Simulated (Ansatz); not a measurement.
Geometry optimisation, DFT PBE, scalar-relativistic, plane waves, PAW in Ansatz.

The input (input.yaml):

```yaml
crystal:
  lattice:
    - [-2.4814, 4.297911, 5.436]
    - [4.9628, 0.0, 5.436]
    - [4.9628, 8.595822, 0.0]
  atoms:
    - { symbol: Al, position: [0.49999998, 0.50000002, 1.01044997], spin: 1.0 }
    - { symbol: Si, position: [0.40621666, 0.92711667, 0.03644166] }
    - { symbol: Si, position: [0.0, 0.0, 0.26044999] }
    - { symbol: O, position: [0.31658323, 0.48218327, 0.96685835] }
    - { symbol: O, position: [0.18341675, 0.01781675, 0.11624162] }
    - { symbol: O, position: [0.94066657, 0.52476659, 0.1124667] }
    - { symbol: O, position: [0.55910008, 0.30880009, 0.13764995] }
    - { symbol: O, position: [0.94089991, 0.19119993, 0.32160002] }
    - { symbol: O, position: [0.55933341, 0.97523342, 0.09518328] }
    - { symbol: Si, position: [0.09378333, 0.57288334, 0.45310832] }
    - { symbol: Si, position: [0.40621666, 0.92711668, 0.53644165] }
    - { symbol: Si, position: [-1.0e-08, 1.0e-08, 0.76044998] }
    - { symbol: O, position: [0.31658324, 0.48218326, 0.46685836] }
    - { symbol: O, position: [0.18341674, 0.01781676, 0.61624161] }
    - { symbol: O, position: [0.94066657, 0.5247666, 0.61246668] }
    - { symbol: O, position: [0.55910007, 0.3088001, 0.63764994] }
    - { symbol: O, position: [0.9408999, 0.19119994, 0.82160001] }
    - { symbol: O, position: [0.5593334, 0.97523343, 0.59518327] }
    - { symbol: Si, position: [0.59378333, 0.07288334, 0.20310832] }
    - { symbol: Si, position: [0.90621666, 0.42711668, 0.28644165] }
    - { symbol: Si, position: [0.49999999, 0.50000001, 0.51044998] }
    - { symbol: O, position: [0.81658324, 0.98218326, 0.21685836] }
    - { symbol: O, position: [0.68341674, 0.51781676, 0.36624161] }
    - { symbol: O, position: [0.44066657, 0.02476659, 0.3624667] }
    - { symbol: O, position: [0.05910008, 0.80880009, 0.38764995] }
    - { symbol: O, position: [0.44089991, 0.69119993, 0.57160002] }
    - { symbol: O, position: [0.05933341, 0.47523342, 0.34518328] }
    - { symbol: Si, position: [0.59378332, 0.07288335, 0.70310831] }
    - { symbol: Si, position: [0.90621665, 0.42711668, 0.78644164] }
    - { symbol: O, position: [0.81658323, 0.98218327, 0.71685835] }
    - { symbol: O, position: [0.68341673, 0.51781677, 0.8662416] }
    - { symbol: O, position: [0.44066657, 0.0247666, 0.86246668] }
    - { symbol: O, position: [0.05910007, 0.8088001, 0.88764994] }
    - { symbol: O, position: [0.44089991, 0.69119992, 0.07160004] }
    - { symbol: O, position: [0.0593334, 0.47523343, 0.84518327] }
magnetization:
  spin_polarized: true
basis:
  ecutwfc: 420.0
kpoints:
  mp_grid: { grid: [2, 2, 1] }
hamiltonian:
  xc: pbe
  pseudopotentials: { kind: paw, azcp: { folder: soft_1 } }
scf:
  occupations: { method: gaussian, width: 0.02 }
  lower_state_search: "off"
relax:
  f_tol: 0.03
  max_steps: 60
  adjacent_minimum: "off"
```

Command:

```bash
$ ansatz run input.yaml --threads 4 --pin off --max-ram 10240MiB --backend cpu --events-out ev --progress --plain --runs-dir out
```

Q: Where does it end, and by what steps?

A: The forces met the threshold. Limits of this set-up: coarse k mesh, a small cell, in which the defect meets its images, a typed lattice constant that wasn't relaxed here. After 14 steps the energy has fallen by 2.619 eV; O33 moved furthest, 0.60 Å.

| step | energy less start (eV) | largest force component (eV/Å) | accepted |
| --- | --- | --- | --- |
| 0 | 0.0000 | 4.278 | yes |
| 1 | -1.1655 | 2.544 | yes |
| 2 | -2.0379 | 0.735 | yes |
| 3 | -2.3286 | 0.909 | yes |
| 4 | -2.4626 | 0.408 | yes |
| 5 | -2.5064 | 0.241 | yes |
| 6 | -2.4915 | 0.327 | no |
| 7 | -2.5640 | 0.132 | yes |
| 8 | -2.5804 | 0.135 | yes |
| 9 | -2.5936 | 0.176 | yes |
| 10 | -2.6096 | 0.124 | yes |
| 11 | -2.6123 | 0.165 | yes |
| 12 | -2.5926 | 0.485 | no |
| 13 | -2.6184 | 0.058 | yes |
| 14 | -2.6192 | 0.021 | yes |

```xyz
35
Lattice="-2.4814 4.2979 5.4360 4.9628 0.0000 5.4360 4.9628 8.5958 0.0000" Properties=species:S:1:pos:R:3
Al 6.331 10.770 5.346
Si 3.873 2.004 7.276
Si 1.345 2.254 0.050
O 6.823 9.356 4.193
O 0.389 1.695 1.238
O 0.662 4.768 7.960
O 0.891 3.622 4.567
O 0.314 6.798 6.190
O 3.894 3.263 8.309
Si 4.742 4.232 3.733
Si 6.170 6.529 7.144
Si 3.803 6.797 -0.090
O 3.763 5.382 4.327
O 2.651 6.412 0.980
O 3.114 9.159 7.919
O 2.957 7.882 4.854
O 2.735 11.165 6.158
O 6.212 7.686 8.287
Si -0.071 4.373 3.537
Si 1.271 6.223 7.377
Si 3.624 6.537 5.467
O 3.956 5.491 9.706
O 2.734 5.965 6.713
O 0.819 5.101 2.372
O 5.756 3.670 4.878
O 5.085 6.950 6.019
O 3.838 3.020 3.136
Si 2.258 8.690 3.630
Si 3.776 10.476 7.203
O 6.356 9.940 9.647
O 5.147 10.143 6.455
O 3.413 9.248 2.631
O 8.626 8.371 4.759
O 2.895 2.431 6.081
O 6.504 7.088 3.148
```

Whether the end is a true minimum wasn't checked by a vibrational analysis.

Run time: 2.1 min on 4 threads of Arm Neoverse V2, on a shared host, peak memory 1.4 GiB.
